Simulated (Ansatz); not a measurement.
# CoSi: further runs on the relaxed cell

One table from this session's results is given with a row withheld; the runs are named, their logs left out.

The COD entry's cell or inner coordinates are ideal or old and differ from later refinements, so a difference from it is no clean test against experiment.

Method: DFT PBE and PBEsol (the runs whose input is shown use PBEsol), scalar-relativistic, plane waves, PAW, in Ansatz 0.2.0.

1 further run of the same task is left out (set aside as unsound or not needed).

## The system as given

The structure is cubic, space group P2_13 (No. 198). The conventional cell has a = 4.431 Å, b = 4.431 Å, c = 4.431 Å, α = 90.00°, β = 90.00°, γ = 90.00°. Around Co (site symmetry 3) lie 7 Si at 2.32 to 2.43 Å. Si (site symmetry 3) is surrounded by 7 Co at 2.32 to 2.43 Å.

As a file:

```cif
data_structure
_symmetry_space_group_name_H-M 'P 1'
_symmetry_Int_Tables_number 1
_cell_length_a 4.4308
_cell_length_b 4.4308
_cell_length_c 4.4308
_cell_angle_alpha 90.000
_cell_angle_beta 90.000
_cell_angle_gamma 90.000
_cell_volume 86.99
loop_
_atom_site_label
_atom_site_type_symbol
_atom_site_fract_x
_atom_site_fract_y
_atom_site_fract_z
_atom_site_occupancy
Co1 Co 0.14502 0.14502 0.14502 1
Co2 Co 0.35498 0.85498 0.64502 1
Co3 Co 0.64502 0.35498 0.85498 1
Co4 Co 0.85498 0.64502 0.35498 1
Si1 Si 0.84316 0.84316 0.84316 1
Si2 Si 0.65684 0.15684 0.34316 1
Si3 Si 0.34316 0.65684 0.15684 1
Si4 Si 0.15684 0.34316 0.65684 1
```

This cell was relaxed beforehand with the same method: volume 10.87 Å³/atom, gap on the mesh none (metal).

Set-up of the first run:

The input, input.yaml:

```yaml
crystal:
  lattice:
    - [4.4308490772, 0.0, 0.0]
    - [0.0, 4.4308490772, 0.0]
    - [0.0, 0.0, 4.4308490772]
  atoms:
    - { symbol: Co, position: [0.1450189122, 0.1450189122, 0.1450189122] }
    - { symbol: Co, position: [0.3549810878, 0.8549810878, 0.6450189122] }
    - { symbol: Co, position: [0.6450189122, 0.3549810878, 0.8549810878] }
    - { symbol: Co, position: [0.8549810878, 0.6450189122, 0.3549810878] }
    - { symbol: Si, position: [0.8431597104, 0.8431597104, 0.8431597104] }
    - { symbol: Si, position: [0.6568402896, 0.1568402896, 0.3431597104] }
    - { symbol: Si, position: [0.3431597104, 0.6568402896, 0.1568402896] }
    - { symbol: Si, position: [0.1568402896, 0.3431597104, 0.6568402896] }
basis:
  ecutwfc: 420
kpoints:
  mp_grid: { grid: [8, 8, 8] }
hamiltonian:
  xc: pbesol
scf:
  occupations: { method: gaussian, width: 0.1 }
output:
  forces: true
  stress: true
  eigenvalues: true
  write_density: true
  write_potential: true
  elf: true
  volumetric_format: npy
relax:
  adjacent_minimum: "off"
  f_tol: 0.005
  max_steps: 50
  cell: { stress_tol: 0.05 }
```

On the command line:

```sh
ansatz run input.yaml --threads 2 --pin off --max-ram 5120MiB --backend cpu --events-out ev --progress --plain --runs-dir out
```

Steps of the session up to this table: Relaxing with PBEsol; The cell under PBE+D3(BJ); Relaxing with LDA; The cell under r2SCAN.

One table of the session follows, with a row left open; its other results are not shown here.

It belongs to the step «One structure, several functionals». 

| functional | a (Å) | b (Å) | c (Å) | volume (Å³/atom) |
| --- | --- | --- | --- | --- |
| PBE | 4.431 | 4.431 | 4.431 | 10.87 |
| PBEsol | 4.386 | 4.386 | 4.386 | 10.55 |
| PBE+D3(BJ) | 4.381 | 4.381 | 4.381 | 10.51 |
| LDA | ? | ? | ? | ? |
| r2SCAN | 4.383 | 4.383 | 4.383 | 10.53 |

Q: Estimate the row for LDA from the others.

As computed: a (Å): 4.350; b (Å): 4.350; c (Å): 4.350; volume (Å³/atom): 10.29. In the column «a (Å)» it is the lowest.

The final runs have no spin polarisation, so no magnetic state was tried and one may lie lower.
